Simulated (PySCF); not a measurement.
**ReF4: structure of the quartet**

The task is one start of a wider search on ReF4: the quartet, from a PBE0 minimum start. It is relaxed, tested by its Hessian and followed downhill if it is a saddle.

Program: PySCF 2.14.0. Level of theory: PBE0, basis Re def2-TZVP with ECP60, F def2-TZVP, scalar-relativistic core potentials, no spin–orbit coupling, density fitting. These are calculated values, not measurements.

## Step 1: Where the work starts

5 atoms, charge 0, spin multiplicity 4.

Bond lengths: Re1–F2 1.853 Å, Re1–F3 1.853 Å, Re1–F4 1.853 Å, Re1–F5 1.853 Å. Angles: F2–Re1–F3 180.0°, F2–Re1–F4 90.0°, F2–Re1–F5 90.0°, F3–Re1–F4 90.0°, F3–Re1–F5 90.0°, F4–Re1–F5 180.0°.

```xyz
5
charge 0 multiplicity 4
Re    0.0000    0.0000    0.0000
F    -1.3100    0.0000    1.3100
F     1.3100    0.0000   -1.3100
F     1.3100    0.0000    1.3100
F    -1.3100    0.0000   -1.3100
```

## Step 2: First SCF at the start

One driver script runs all steps and calls PySCF; scf.py shows how it sets up the SCF of each step. The optimiser is the driver's own. After this first run the driver tries any further starts and a stability analysis.

File scf.py:

```python
from pyscf import gto, scf, dft
mol = gto.M(atom='''
Re     0.000000     0.000000     0.000000
F     -1.310040    -0.000000     1.310040
F      1.310040     0.000000    -1.310040
F      1.310040     0.000000     1.310040
F     -1.310040     0.000000    -1.310040''',
    basis={'Re': 'def2-TZVP', 'F': 'def2-TZVP'},
    ecp={'Re': 'def2-TZVP'},
    charge=0, spin=3)
mf = dft.UKS(mol, xc='PBE0')
mf.grids.atom_grid = (50, 194)
aux = {'Re': 'def2-universal-JKFIT', 'F': 'def2-universal-JKFIT'}
mf = mf.density_fit(auxbasis=aux)
mf.conv_tol = 1e-08
mf.diis_space = 10
mf.max_cycle = 60
mf.init_guess = 'minao'
mf.verbose = 4
mf.kernel()
```

Started as:

```
OMP_NUM_THREADS=4 python axn.py task.json out
```

After this run come: PBE0 minimum start, quartet: relaxation; Is it a minimum? Harmonic modes.

Q: Predict the outcome of this session. Wanted: minimum; geometry; wavenumbers; dipole moment; highest occupied, lowest empty level; polar-tensor charge of Re1; zero-point energy; atomisation energy; ⟨S²⟩.

The runs gave:

| quantity | value |
| --- | --- |
| minimum | quartet, D4h |
| geometry | Re–F 1.853 Å (×4); F–Re–F 90.0° (×4), F–Re–F 180.0° (×2) |
| wavenumbers (cm⁻¹) | 125 (b2u), 192 (eu), 202 (a2u), 305 (b2g), 662 (b1g), 698 (eu), 733 (a1g) |
| dipole moment | 0.00 D |
| highest occupied, lowest empty level (either spin) | -8.62, -4.76 eV |
| polar-tensor charge of Re1 | +2.76 e |
| zero-point energy | 22.8 kJ/mol |
| entropy at 298.15 K | 335.7 J/(mol K) |
| atomisation energy (no zero-point energy) | 1810 kJ/mol |
| ⟨S²⟩ | 3.758 |

What this shows: The molecule stays D4h, as typed, and the end point is a minimum. The strongest infrared band lies at 698 cm⁻¹ (eu, stretch). Re1 has a polar-tensor charge of +2.8 e (a dipole derivative, not a static charge), yet symmetry cancels the bond dipoles. Most of the spin sits on Re1 (Mulliken spin 2.83, against 3 for the whole molecule). Only this shape and spin were tried, so other structures or states may lie lower. Open d and f shells are described by one determinant, and the ground state may have another occupation or spin. With an element this heavy the missing spin–orbit coupling can shift these numbers.
